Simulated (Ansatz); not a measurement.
# TiClO, relaxed

The start is TiClO, a database structure at a slightly changed volume. Where does it settle when we relax the atoms in a fixed cell, and what is it like there?

Method: DFT, r2SCAN, with U = 2.94 eV and J = 0.76 eV on Ti d, collinear spin, plane waves, PAW, in Ansatz 0.2.0.

Symmetry: Pmmn, No. 59, orthorhombic system. The conventional cell has a = 3.388 Å, b = 3.816 Å, c = 8.109 Å, α = 90.00°, β = 90.00°, γ = 90.00°. O (site symmetry mm2) has 4 Ti at 1.98 to 2.21 Å as nearest neighbours. Around Cl (site symmetry mm2) lie 2 Ti at 2.42 Å. Ti (site symmetry mm2) is surrounded by 4 O at 1.98 to 2.21 Å and 2 Cl at 2.42 Å.

Coordinates:

```cif
data_structure
_symmetry_space_group_name_H-M 'P 1'
_symmetry_Int_Tables_number 1
_cell_length_a 3.8163
_cell_length_b 3.3879
_cell_length_c 8.1094
_cell_angle_alpha 90.000
_cell_angle_beta 90.000
_cell_angle_gamma 90.000
_cell_volume 104.85
loop_
_atom_site_label
_atom_site_type_symbol
_atom_site_fract_x
_atom_site_fract_y
_atom_site_fract_z
_atom_site_occupancy
O1 O 0.75000 0.75000 0.94460 1
O2 O 0.25000 0.25000 0.05540 1
Cl1 Cl 0.25000 0.25000 0.66804 1
Cl2 Cl 0.75000 0.75000 0.33196 1
Ti1 Ti 0.25000 0.75000 0.88068 1
Ti2 Ti 0.75000 0.25000 0.11932 1
```

It starts from an earlier solution of the starting cell (checkpoint.read).

The structure above is the start of the run; the results belong to its end.

| quantity | value |
| --- | --- |
| moves | 3 |
| energy gained | 0.6 meV/atom |
| largest move | 0.02 Å (Ti) |
| space group (0.01 Å), before / after | Pmmn / Pmmn |
| pressure left in the fixed cell | 1.0 GPa |
| gap (mesh) | 1.77 eV, indirect |
| least direct gap | 2.05 eV |
| gap on the mesh, spin up / down | 1.77 / 4.33 eV |
| Bader charges | O -1.35, Cl -0.68, Ti +2.03 e |
| net moment | 2.00 μB per cell |
| largest moment | 0.91 μB on Ti (Bader basin) |

**Reading.** In the fixed cell the largest move of an atom is 0.02 Å. The run held to 8 symmetry operations, so a lower structure without them is not ruled out. It is gapped: 1.77 eV, with the least direct gap at 2.05 eV; within 0.7 eV of the edges the states project mainly on Ti d (80 %) below and Ti d (90 %) above. Spin sits mostly on Ti (0.91 μB); the arrangement is parallel, with 2.00 μB net per cell. By Bader's partition Ti gives up most (+2.03 e) and O takes most (-1.35 e).

Keep in mind: one start, so the state may not be the lowest; the SCF threshold is loose for a stress.

**Question.** Which input and command would start the first run of this session?

The input that was used; it is not the only one that fits:

Contents of input.yaml:

```yaml
crystal:
  lattice:
    - [3.81630405, 0.0, 0.0]
    - [0.0, 3.38790225, 0.0]
    - [0.0, 0.0, 8.10939411]
  atoms:
    - { symbol: O, position: [0.75, 0.75, 0.9446] }
    - { symbol: O, position: [0.25, 0.25, 0.0554] }
    - { symbol: Cl, position: [0.25, 0.25, 0.66804] }
    - { symbol: Cl, position: [0.75, 0.75, 0.33196] }
    - { symbol: Ti, position: [0.25, 0.75, 0.88068] }
    - { symbol: Ti, position: [0.75, 0.25, 0.11932] }
kpoints:
  mp_grid: { grid: [6, 6, 3], shift: [0, 0, 0] }
magnetization:
  spin_polarized: true
scf:
  occupations: { method: fermi_dirac }
  lower_state_search: "off"
hamiltonian:
  pseudopotentials: { kind: paw }
  xc: r2scan
  hubbard:
    projectors: all-electron-ortho-atomic
    sites: [{ species: Ti, l: d, u: 2.94, j: 0.76 }]
basis:
  ecutwfc: 500
  fft_grid_basis: typed
relax:
  max_steps: 60
output:
  forces: true
  stress: true
  eigenvalues: true
  bader: true
  populations: true
  elf: true
  write_potential: true
  volumetric_format: npy
  dos:
    e_range: [-12, 8]
    de: 0.05
    projected: { site_lists: { Cl: [Cl], O: [O], Ti: [Ti] } }
checkpoint:
  read: saved_state
```

Launch:

```bash
$ ansatz run input.yaml --threads 2 --pin off --max-ram 4096MiB --backend cpu --events-out ev --progress --plain --runs-dir out
```
